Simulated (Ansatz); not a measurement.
# Be2CdS: the cost of one run

Method: DFT PBE, scalar-relativistic, plane waves, PAW, in Ansatz 0.2.0.

1 further run of the same task is left out (it didn't finish).

## Step 1: The structure to begin with

It takes space group P-4m2 (No. 115, tetragonal). Conventional cell: a = 3.772 Å, b = 3.772 Å, c = 5.391 Å, α = 90.00°, β = 90.00°, γ = 90.00°. Be (site symmetry 2mm) has 2 S at 2.24 Å and 2 Cd at 2.40 Å in its first shell of neighbours. Cd (site symmetry -4m2) has 4 Be at 2.40 Å in its first shell of neighbours. S (site symmetry -4m2) is surrounded by 4 Be at 2.24 Å.

Coordinates:

```cif
data_structure
_symmetry_space_group_name_H-M 'P-4m2'
_symmetry_Int_Tables_number 115
_cell_length_a 3.7717
_cell_length_b 3.7717
_cell_length_c 5.3906
_cell_angle_alpha 90.000
_cell_angle_beta 90.000
_cell_angle_gamma 90.000
_cell_volume 76.69
loop_
_atom_site_label
_atom_site_type_symbol
_atom_site_symmetry_multiplicity
_atom_site_Wyckoff_symbol
_atom_site_fract_x
_atom_site_fract_y
_atom_site_fract_z
_atom_site_occupancy
Be1 Be 2 g 0.50000 0.00000 0.72574 1
Cd1 Cd 1 a 0.00000 0.00000 0.00000 1
S1 S 1 c 0.50000 0.50000 0.50000 1
```

A structure generator made this guess: species swapped into a database cell of Ga2BiAs (P-4m2, No. 115), with Be on the Ga sites, Cd on the Bi sites and S on the As sites. Lengths come from tabulated atomic sizes and are only a guess.

## Step 2: Probe: one point on a coarse mesh

input.yaml reads:

```yaml
crystal:
  lattice:
    - [3.7717165, 0.0, 0.0]
    - [0.0, 3.7717165, 0.0]
    - [0.0, 0.0, 5.39062479]
  atoms:
    - { symbol: Be, position: [0.5, 0.0, 0.72573602] }
    - { symbol: Be, position: [0.0, 0.5, 0.27426398] }
    - { symbol: Cd, position: [0.0, 0.0, 0.0] }
    - { symbol: S, position: [0.5, 0.5, 0.5] }
basis:
  ecutwfc: 420
kpoints:
  mp_grid: { grid: [4, 4, 4] }
hamiltonian:
  xc: pbe
scf:
  occupations: { method: gaussian, width: 0.1 }
  lower_state_search: "off"
output:
  forces: true
  stress: true
  eigenvalues: true
```

On the command line:

```sh
ansatz run input.yaml --threads 1 --pin off --max-ram 2560MiB --backend cpu --events-out ev --progress --plain --runs-dir out
```

**Question.** How long does this run take on 1 thread of Arm Neoverse V1, shared host, and how much memory does it need?

About 2.7 s, with a peak of 0.32 GiB.
